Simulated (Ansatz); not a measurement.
I need a short molecular-dynamics run of FH₃SeSi, SMILES F[SiH2][SeH]. Use Ansatz 0.2.0, Python API. Settings (for the species named): BLYP, def2-SVP basis, multiplicity 1.

| atom | x (Å) | y (Å) | z (Å) |
| --- | --- | --- | --- |
| F | -1.9404 | 0.5205 | -0.4063 |
| Si | -0.4057 | -0.0073 | -0.3909 |
| Se | 0.4865 | 0.4133 | 1.6402 |
| H | -0.3220 | -1.4421 | -0.6474 |
| H | 0.3852 | 0.6714 | -1.4466 |
| H | 1.8385 | -0.2198 | 1.2048 |

`md_fh3sesi.py`
```python
"""A short Born-Oppenheimer trajectory of FH3SeSi."""

import logging
import sys

import ansatz as az
import numpy as np

logging.basicConfig(stream=sys.stdout, format="%(levelname)s %(message)s")
log = logging.getLogger("ansatz_job")
log.setLevel(logging.INFO)

GEOMETRY = """
F    -1.94040    0.52050   -0.40630
Si   -0.40570   -0.00730   -0.39090
Se    0.48650    0.41330    1.64020
H    -0.32200   -1.44210   -0.64740
H     0.38520    0.67140   -1.44660
H     1.83850   -0.21980    1.20480
"""


def main() -> None:
    fh3sesi = az.Crystal.molecule()
    for line in GEOMETRY.strip().splitlines():
        symbol, *xyz = line.split()
        fh3sesi = fh3sesi.atom(symbol, [float(v) for v in xyz])

    setup = (
        fh3sesi.calculation()
        .basis(gaussian="def2-SVP")
        .functional("BLYP")
    )
    symbols = [site.symbol for site in fh3sesi.cartesian_sites]
    start = np.array([site.position_ang for site in fh3sesi.cartesian_sites], dtype=float)
    report = setup.relax(force_tolerance=0.02, max_steps=100).run(threads=1, pin="off").report
    end = np.array(report["positions_ang"])
    minimum = az.Crystal.molecule()
    for symbol, place in zip(symbols, end):
        minimum = minimum.atom(symbol, place.tolist())

    # dynamics from the relaxed geometry
    setup = (
        minimum.calculation()
        .basis(gaussian="def2-SVP")
        .functional("BLYP")
        .md("nve", timestep=0.25, steps=20, temperature=200, initial_velocities="maxwell_boltzmann", seed=95)
    )
    frames = []
    result = setup.session().plan().execute(on_event=lambda e: frames.append(e["data"]) if e["event"] == "md_step" else None)
    log.info("t (fs)   E_pot (eV)      E_kin (eV)   T (K)   d(0-1) (A)")
    for f in frames[::2]:
        xyz = np.array(f["positions_ang"])
        log.info(f"{f['time_fs']:6.2f} {f['lagrangian_ev']:14.5f} {f['e_kin_ev']:10.5f} {f['temperature_k']:8.1f} {np.linalg.norm(xyz[0] - xyz[1]):9.4f}")
    kept = np.array([f["conserved_ev"] for f in frames])
    log.info(f"conserved energy moves by at most {1000 * np.ptp(kept):.3f} meV")


if __name__ == "__main__":
    main()
```

```console
$ python md_fh3sesi.py
INFO t (fs)   E_pot (eV)      E_kin (eV)   T (K)   d(0-1) (A)
INFO   0.00   -75982.83568    0.10341    200.0    1.6423
INFO   0.50   -75982.83517    0.10289    199.0    1.6443
INFO   1.00   -75982.83370    0.10143    196.2    1.6463
INFO   1.50   -75982.83147    0.09921    191.9    1.6482
INFO   2.00   -75982.82878    0.09652    186.7    1.6501
INFO   2.50   -75982.82596    0.09370    181.2    1.6519
INFO   3.00   -75982.82334    0.09109    176.2    1.6536
INFO   3.50   -75982.82117    0.08892    172.0    1.6553
INFO   4.00   -75982.81958    0.08733    168.9    1.6569
INFO   4.50   -75982.81858    0.08633    167.0    1.6583
INFO   5.00   -75982.81802    0.08576    165.9    1.6597
INFO conserved energy moves by at most 0.026 meV
```

What to keep in mind:
- Total energies depend on the basis set; only differences at equal settings carry meaning.
- The trajectory is only some femtoseconds long, so its temperature is not equilibrated; where the script doesn't relax first, it starts from a rough generated geometry.
- The temperature counts the internal degrees of freedom alone.
- It ran for 78 s on 1 thread of AMD EPYC 7B13 (Zen 3), with other jobs on the host, peak memory 0.22 GiB.
